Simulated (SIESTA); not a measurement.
KLaZrTiO6:

```
La Zr Ti K O
1.0
     0.00000    4.05624    4.05624
     4.05624    0.00000    4.05624
     4.05624    4.05624    0.00000
La Zr Ti K O
1 1 1 1 6
Direct
  0.75000 0.75000 0.75000
  0.50000 0.50000 0.50000
  0.00000 0.00000 0.00000
  0.25000 0.25000 0.25000
  0.75798 0.75798 0.24202
  0.24202 0.24202 0.75798
  0.75798 0.24202 0.75798
  0.24202 0.75798 0.24202
  0.24202 0.75798 0.75798
  0.75798 0.24202 0.24202
```

The cell comes from a database or a generator and needn't be the stable form of this composition.

```yaml
Program: SIESTA 5.4.2
Task: single point
Functional: PBE
Potentials_or_basis: PseudoDojo 0.4 standard (PBE files)
Basis: DZP (energy shift 0.003 Ry; two zetas on semicore shells; d shell added on K)
Grid_cutoff: 800 Ry
Energy_shift: 0.003 Ry
k_mesh: 6 × 6 × 6
Occupations: fermi-dirac, width 0.05 eV
Spin: no spin polarisation
```

On this cell: pressure 1.4 GPa; largest force 0.080 eV/Å; band gap on the k mesh 2.04 eV, direct.

The same run follows on a disturbed copy (atoms moved at random, drawn with an rms of 0.05 Å):

```
CELL_PARAMETERS angstrom
0.00000 4.05624 4.05624
4.05624 0.00000 4.05624
4.05624 4.05624 0.00000
ATOMIC_POSITIONS crystal
La 0.76565 0.74481 0.75099
Zr 0.49868 0.50519 0.49406
Ti 0.00297 0.99265 0.99853
K 0.25550 0.24261 0.25263
O 0.75734 0.75701 0.23312
O 0.24177 0.24078 0.76845
O 0.75113 0.23519 0.76329
O 0.24079 0.75244 0.25183
O 0.24454 0.74807 0.76176
O 0.75697 0.23868 0.24502
```

What changes?

The energy moves by +7.0 meV/atom; pressure 1.8 GPa; largest force 1.298 eV/Å; band gap on the k mesh 1.95 eV, direct.

Forces on the atoms (eV/Å):
```
La   0.094 -0.085  0.019
Zr  -0.606  1.060 -0.438
Ti   0.504 -0.370  0.568
K    0.031 -0.100  0.038
O   -0.039  0.164  0.040
O   -0.158 -0.277 -0.316
O   -0.185  0.383  0.282
O    0.059 -0.748 -0.244
O    0.497 -0.066  0.144
O   -0.195  0.037 -0.092
```

Stress tensor (GPa, compression positive):
```
 1.77  0.21 -0.87
 0.21  2.05  0.34
-0.87  0.34  1.60
```

Caveats: spin-orbit coupling is left out, which moves the levels of the heavy elements; the basis of atomic orbitals isn't converged, which shifts pressures, moduli and gaps.

A k mesh can miss the band edges.
